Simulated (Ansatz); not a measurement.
Write a Python script for Ansatz's Python interface that makes a small convex hull of the Sr-Cd system. Level of theory (first run): PBEsol, PAW, cutoff 500 eV, Gaussian smearing of 0.05 eV.

`hull_srcd.py`
```python
"""Stability of Sr-Cd compounds against each other, after relaxing atoms and volume at fixed cell shape."""

from collections import Counter

import ansatz as az
import numpy as np
from tabulate import tabulate

XC = "pbesol"
ECUT = 500
KSPACING = 0.3
OCCUPATIONS = "gaussian"
SIGMA = 0.05

PHASES = {
    "SrCd Pm-3m": (
        [(4.003, 0.0, 0.0), (0.0, 4.003, 0.0), (0.0, 0.0, 4.003)],
        [
            ("Sr", (0.5, 0.5, 0.5)),
            ("Cd", (0.0, 0.0, 0.0)),
        ],
    ),
    "SrCd3 Fm-3m": (
        [(0.0, 3.71876144, 3.71876144), (3.71876144, 0.0, 3.71876144), (3.71876144, 3.71876144, 0.0)],
        [
            ("Sr", (0.0, 0.0, 0.0)),
            ("Cd", (0.25, 0.25, 0.25)),
            ("Cd", (0.75, 0.75, 0.75)),
            ("Cd", (0.5, 0.5, 0.5)),
        ],
    ),
    "Sr": (
        [(0.0, 3.04235, 3.04235), (3.04235, 0.0, 3.04235), (3.04235, 3.04235, 0.0)],
        [
            ("Sr", (0.0, 0.0, 0.0)),
        ],
    ),
    "Cd": (
        [(2.97887, 0.0, 0.0), (-1.489435, 2.57977709, 0.0), (0.0, 0.0, 5.61765)],
        [
            ("Cd", (1 / 3, 2 / 3, 0.25)),
            ("Cd", (2 / 3, 1 / 3, 0.75)),
        ],
    ),
}


def build(vectors, sites):
    crystal = az.Crystal(lattice=az.Lattice.of(vectors))
    for symbol, position in sites:
        crystal = crystal.atom(symbol, position)
    return crystal


def run_phase(name, crystal):
    calc = (
        crystal.calculation()
        .functional(XC)
        .basis(ECUT)
        .kpoints(spacing=KSPACING)
        .occupations(OCCUPATIONS, width=SIGMA)
    )
    calc = calc.relax(force_tolerance=0.03, fix_cell=["shape"])
    return calc.run()


def counts(outcome):
    return Counter(site.symbol for site in outcome.lattice.sites)

def formation_energy(outcome, mu):
    n = counts(outcome)
    return (outcome.report["energy_sigma0_ev"] - sum(k * mu[element] for element, k in n.items())) / sum(n.values())

phases = {name: build(*cell) for name, cell in PHASES.items()}

done = {}
for name, crystal in phases.items():
    done[name] = run_phase(name, crystal)
    print(f"{name}: {done[name].report['energy_sigma0_ev']:.4f} eV, {len(done[name].lattice.sites)} atoms")

# energy of one atom in its reference phase
references = {"Sr": "Sr", "Cd": "Cd"}
mu = {element: done[name].report["energy_sigma0_ev"] / len(done[name].lattice.sites) for element, name in references.items()}
points = sorted((counts(o)["Cd"] / len(o.lattice.sites), formation_energy(o, mu), name) for name, o in done.items())

# walk in x and drop points that lie above the chord
hull = []
for x, e, _ in points:
    while len(hull) > 1 and (hull[-1][0] - hull[-2][0]) * (e - hull[-2][1]) - (hull[-1][1] - hull[-2][1]) * (x - hull[-2][0]) <= 0:
        hull.pop()
    hull.append((x, e))
rows = [(name, x, e, e - np.interp(x, *zip(*hull))) for x, e, name in points]
print(tabulate(rows, headers=["phase", "x(Cd)", "E_form (eV/atom)", "above hull (eV/atom)"], floatfmt=".4f", tablefmt="rst"))
print("on the hull of these phases:", ", ".join(row[0] for row in rows if row[3] < 1e-6))
```

Output of `python hull_srcd.py`:
```text
SrCd Pm-3m: -11676.9181 eV, 2 atoms
SrCd3 Fm-3m: -28045.2908 eV, 4 atoms
Sr: -3492.1854 eV, 1 atoms
Cd: -16368.0816 eV, 2 atoms
===========  =======  ==================  ======================
phase          x(Cd)    E_form (eV/atom)    above hull (eV/atom)
===========  =======  ==================  ======================
Sr            0.0000              0.0000                  0.0000
SrCd Pm-3m    0.5000             -0.3459                  0.0000
SrCd3 Fm-3m   0.7500             -0.2457                  0.0000
Cd            1.0000              0.0000                  0.0000
===========  =======  ==================  ======================
on the hull of these phases: Sr, SrCd Pm-3m, SrCd3 Fm-3m, Cd
```

What to keep in mind:
- These settings explore the input space; cutoff and mesh may be short of convergence.
- Atoms and volume are relaxed with the cell's shape held, which in cells of lower than cubic symmetry can hide stresses and shift volumes.
- The cells come from databases of deposited and of computed structures, and not all need be stable phases.
- Differences under about 40 meV an atom lie within the error of mesh and functional, so such verdicts may flip; only the cells listed enter the hull.
- Timing: 38 s on 1 thread of Arm Neoverse N1, on a shared host, peak memory 0.48 GiB.
